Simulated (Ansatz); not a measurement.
# Rb: the cost of one run

Method: DFT PBE+D3(BJ), plane waves, PAW, scalar-relativistic, no spin polarisation, in Ansatz 0.2.0.

1 further run of the same task is left out (it didn't finish).

**1. The structure to begin with**

The cell holds 17 atoms (Rb17): a = 11.180 Å, b = 11.180 Å, c = 11.180 Å, α = 90.00°, β = 90.00°, γ = 90.00°.

The coordinates stand in the first input below.

**2. End point A**

input.yaml reads:

```yaml
crystal:
  lattice:
    - [11.18, 0.0, 0.0]
    - [0.0, 11.18, 0.0]
    - [0.0, 0.0, 11.18]
  atoms:
    - { symbol: Rb, position: [0.0, 0.0, 0.0] }
    - { symbol: Rb, position: [0.5, 0.0, 0.0] }
    - { symbol: Rb, position: [0.0, 0.5, 0.0] }
    - { symbol: Rb, position: [0.0, 0.0, 0.5] }
    - { symbol: Rb, position: [0.25, 0.25, 0.25] }
    - { symbol: Rb, position: [0.5, 0.5, 0.0] }
    - { symbol: Rb, position: [0.5, 0.0, 0.5] }
    - { symbol: Rb, position: [0.75, 0.25, 0.25] }
    - { symbol: Rb, position: [0.0, 0.5, 0.5] }
    - { symbol: Rb, position: [0.25, 0.75, 0.25] }
    - { symbol: Rb, position: [0.25, 0.25, 0.75] }
    - { symbol: Rb, position: [0.5, 0.5, 0.5] }
    - { symbol: Rb, position: [0.75, 0.75, 0.25] }
    - { symbol: Rb, position: [0.75, 0.25, 0.75] }
    - { symbol: Rb, position: [0.25, 0.75, 0.75] }
    - { symbol: Rb, position: [0.75, 0.75, 0.75] }
    - { symbol: Rb, position: [0.2446101, 0.6243803, 0.0028321] }
basis:
  ecutwfc: 420.0
kpoints:
  mp_grid: { grid: [2, 2, 2] }
hamiltonian:
  xc: pbe
  dispersion: d3bj
scf:
  occupations: { method: gaussian, width: 0.1 }
  lower_state_search: "off"
relax:
  f_tol: 0.03
  max_steps: 60
  adjacent_minimum: "off"
```

The run is started by

```
$ ansatz run input.yaml --threads 4 --pin off --max-ram 10240MiB --backend cpu --events-out ev --progress --plain --runs-dir out
```

**Question.** How long does this run take on 4 threads of Intel Xeon Platinum 8488C (Sapphire Rapids), shared host, and how much memory does it need?

About 90 s, with a peak of 3 GiB.
